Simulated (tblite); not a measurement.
**BP2H6Cl (SMILES P[B@@H-]([P@@H3+])Cl) at 3 levels**

We compute a comparison of 3 runs (GFN2-xTB, GFN1-xTB, IPEA1-xTB) of BP2H6Cl. 

Program for the calculation: tblite 0.8.0.

1 further run of the same task is left out (set aside as unsound or not needed).

### 1 The structure to begin with

The species is BP2H6Cl (10 atoms), meant as a singlet with charge 0. SMILES: `P[B@@H-]([P@@H3+])Cl`. The coordinates come from a GFN2-xTB relaxation. This is one conformer, not always the lowest.

Bond lengths: P1–B2 1.974 Å, B2–P3 1.932 Å, B2–Cl4 1.863 Å, P1–H5 1.383 Å, P1–H6 1.387 Å, B2–H7 1.180 Å, P3–H8 1.374 Å, P3–H9 1.377 Å, P3–H10 1.397 Å. Some angles: P1–B2–P3 107.4°, P1–B2–Cl4 110.6°, P3–B2–Cl4 89.5°, P1–B2–H7 118.5°, P3–B2–H7 114.1°, Cl4–B2–H7 113.0°, B2–P1–H5 96.0°, B2–P1–H6 95.6°, B2–P3–H8 110.6°, B2–P3–H9 114.3°.

### 2 A calculation of the kind “dissociation” at GFN2-xTB (ALPB furane) (run 1)

Input file start.xyz:

```xyz
10

P     -1.720440     0.673490    -0.421770
B      0.223080     0.365770    -0.575330
P      0.744800    -0.771950     0.896720
Cl     0.575450    -1.030250    -1.757390
H     -1.860620     1.321260    -1.635660
H     -1.614470     1.869940     0.272230
H      0.929460     1.296440    -0.738310
H     -0.051560    -1.890500     0.949120
H      1.982440    -1.356250     0.749050
H      0.791870    -0.477950     2.261340
```

Input file xtb_job.py:

```python
"""GFN2-xTB bond snapping energies"""
import json
import numpy as np
from tblite.interface import Calculator
from tblite.interface import symbols_to_numbers

symbols = list(map(str, np.loadtxt("start.xyz", skiprows=2, usecols=0, dtype=str, ndmin=1)))
numbers = np.array(symbols_to_numbers(symbols))
positions = np.loadtxt("start.xyz", skiprows=2, usecols=(1, 2, 3), ndmin=2) / 0.52917721

def run(atoms, charge, uhf):
    calculator = Calculator("GFN2-xTB", numbers[atoms], positions[atoms], charge=charge, uhf=uhf)
    calculator.set("verbosity", 0)
    calculator.add("alpb-solvation", "furane")
    return calculator.singlepoint()

wfn = run(list(range(len(numbers))), 0, 0)
a, b = [0, 1, 2, 3, 4, 5, 6, 7, 8], [9]  # atoms on either side of the bond
channels = [[0, 1, 0, 1], [1, 0, -1, 0]]  # charge and unpaired electrons of a, then of b
print(f"whole molecule: E = {wfn.get('energy'):.8f} Eh")
print("fragment a:", " ".join(symbols[i] for i in a), "  fragment b:", " ".join(symbols[i] for i in b))
de = []
for qa, na, qb, nb in channels:
    ea, eb = run(a, qa, na).get("energy"), run(b, qb, nb).get("energy")
    de.append(float(ea + eb - wfn.get("energy")))
    print(f"a({qa:+d}, {na}) + b({qb:+d}, {nb}): E(a) = {ea:.6f}, E(b) = {eb:.6f} Eh, snapping energy {de[-1] * 627.5095:.3f} kcal/mol")
out = {k: np.asarray(wfn.get(k)).tolist() for k in ("energy", "gradient", "charges", "dipole", "orbital-energies", "orbital-occupations")}
out.update(symbols=symbols, positions=(positions * 0.529177210903).tolist(), snap=de)
json.dump(out, open("results.json", "w"))
```

Command:

```bash
$ python xtb_job.py
```

The program printed:

```text
whole molecule: E = -13.90021832 Eh
fragment a: P B P Cl H H H H H   fragment b: H
a(+0, 1) + b(+0, 1): E(a) = -13.349615, E(b) = -0.393013 Eh, snapping energy 98.890 kcal/mol
a(+1, 0) + b(-1, 0): E(a) = -12.951549, E(b) = -0.740404 Eh, snapping energy 130.689 kcal/mol
```

Run time: 0.5 s. Hardware: 1 thread of Intel Xeon at 2.50GHz (Skylake/Cascade Lake), shared host; peak memory 0.069 GiB.

### 3 A calculation of the kind “dissociation” at GFN1-xTB (run 2)

Input file geom.xyz:

```xyz
10
start geometry
P     -1.720440     0.673490    -0.421770
B      0.223080     0.365770    -0.575330
P      0.744800    -0.771950     0.896720
Cl     0.575450    -1.030250    -1.757390
H     -1.860620     1.321260    -1.635660
H     -1.614470     1.869940     0.272230
H      0.929460     1.296440    -0.738310
H     -0.051560    -1.890500     0.949120
H      1.982440    -1.356250     0.749050
H      0.791870    -0.477950     2.261340
```

Input file calc.py:

```python
import json
import numpy as np
from tblite.interface import Calculator
from tblite.interface import symbols_to_numbers

symbols = list(map(str, np.loadtxt("geom.xyz", skiprows=2, usecols=0, dtype=str, ndmin=1)))
numbers = np.array(symbols_to_numbers(symbols))
positions = np.loadtxt("geom.xyz", skiprows=2, usecols=(1, 2, 3), ndmin=2) / 0.52917721

def run(atoms, charge, uhf):
    calculator = Calculator("GFN1-xTB", numbers[atoms], positions[atoms], charge=charge, uhf=uhf)
    calculator.set("verbosity", 0)
    return calculator.singlepoint()

result = run(list(range(len(numbers))), 0, 0)
a, b = [0, 1, 2, 3, 4, 5, 6, 8, 9], [7]  # atoms on either side of the bond
channels = [[0, 1, 0, 1], [1, 0, -1, 0]]  # charge and unpaired electrons of a, then of b
print(f"whole molecule: E = {result.get('energy'):.8f} Eh")
print("fragment a:", " ".join(symbols[i] for i in a), "  fragment b:", " ".join(symbols[i] for i in b))
de = []
for qa, na, qb, nb in channels:
    ea, eb = run(a, qa, na).get("energy"), run(b, qb, nb).get("energy")
    de.append(float(ea + eb - result.get("energy")))
    print(f"a({qa:+d}, {na}) + b({qb:+d}, {nb}): E(a) = {ea:.6f}, E(b) = {eb:.6f} Eh, snapping energy {de[-1] * 27.211386:.3f} eV")
out = {k: np.asarray(result.get(k)).tolist() for k in ("energy", "gradient", "charges", "dipole", "orbital-energies", "orbital-occupations")}
out.update(symbols=symbols, positions=(positions * 0.529177210903).tolist(), snap=de)
json.dump(out, open("results.json", "w"))
```

Command:

```bash
$ python calc.py
```

The program printed:

```text
whole molecule: E = -14.17088313 Eh
fragment a: P B P Cl H H H H H   fragment b: H
a(+0, 1) + b(+0, 1): E(a) = -13.559789, E(b) = -0.401429 Eh, snapping energy 5.705 eV
a(+1, 0) + b(-1, 0): E(a) = -13.061992, E(b) = -0.567809 Eh, snapping energy 14.724 eV
```

It took 0.51 s on 1 thread of Intel Xeon at 2.50GHz (Skylake/Cascade Lake), shared host; peak memory 0.069 GiB.

### 4 A calculation of the kind “dissociation” at IPEA1-xTB (run 3)

Changes to calc.py since step 3:

```diff
@@ -3,11 +3,22 @@
 from tblite.interface import Calculator
-from tblite.interface import symbols_to_numbers
 
-symbols = list(map(str, np.loadtxt("geom.xyz", skiprows=2, usecols=0, dtype=str, ndmin=1)))
-numbers = np.array(symbols_to_numbers(symbols))
-positions = np.loadtxt("geom.xyz", skiprows=2, usecols=(1, 2, 3), ndmin=2) / 0.52917721
+symbols = ["P", "B", "P", "Cl", "H", "H", "H", "H", "H", "H"]
+numbers = np.array([15, 5, 15, 17, 1, 1, 1, 1, 1, 1])
+positions = np.array([  # bohr
+    [-3.251160, 1.272712, -0.797030],
+    [0.421560, 0.691205, -1.087216],
+    [1.407468, -1.458774, 1.694555],
+    [1.087443, -1.946890, -3.320986],
+    [-3.516062, 2.496820, -3.090949],
+    [-3.050906, 3.533674, 0.514440],
+    [1.756425, 2.449917, -1.395204],
+    [-0.097434, -3.572527, 1.793577],
+    [3.746269, -2.562941, 1.415499],
+    [1.496417, -0.903195, 4.273313],
+])
 
 def run(atoms, charge, uhf):
-    calculator = Calculator("GFN1-xTB", numbers[atoms], positions[atoms], charge=charge, uhf=uhf)
+    calculator = Calculator("IPEA1-xTB", numbers[atoms], positions[atoms], charge=charge, uhf=uhf)
     calculator.set("verbosity", 0)
+    calculator.add("spin-polarization", 1.0)
     return calculator.singlepoint()
```

Command:

```bash
$ python calc.py
```

The program printed:

```text
whole molecule: E = -14.45947591 Eh
fragment a: P B P Cl H H H H H   fragment b: H
a(+0, 1) + b(+0, 1): E(a) = -13.838109, E(b) = -0.422487 Eh, snapping energy 5.412 eV
a(+1, 0) + b(-1, 0): E(a) = -13.325212, E(b) = -0.620929 Eh, snapping energy 13.969 eV
```

It took 0.46 s on 1 thread of Intel Xeon at 2.50GHz (Skylake/Cascade Lake), shared host; peak memory 0.069 GiB.

### 5 The series

```
run                   level  spin polarization  energy (Eh)  dipole moment (D)  HOMO energy (eV)  LUMO energy (eV)  wall time
  1  GFN2-xTB (ALPB furane)                  –   -13.900218               4.98            -10.25             -5.99      0.5 s
  2                GFN1-xTB                  –   -14.170883               4.65            -10.43             -5.63     0.51 s
  3               IPEA1-xTB                  1   -14.459476               5.37            -11.28             -6.63     0.46 s
```

### 6 What came out

```
                       quantity         value
            run 3: total energy  -14.45948 Eh
           run 3: dipole moment        5.37 D
             run 3: HOMO energy     -11.28 eV
             run 3: LUMO energy      -6.63 eV
           run 3: HOMO–LUMO gap       4.65 eV
run 3: largest force on an atom    1.447 eV/Å
```

**Reading.** The dipole moment (its size) runs from 4.65 D (GFN1-xTB) to 5.37 D (IPEA1-xTB). The HOMO–LUMO gap runs from 4.26 eV (GFN2-xTB) to 4.81 eV (GFN1-xTB). The two ends differ in method and solvent. Force-field and semi-empirical energies have zeros of their own, so their totals don't compare. All runs together took 1.5 s, the longest 0.51 s.
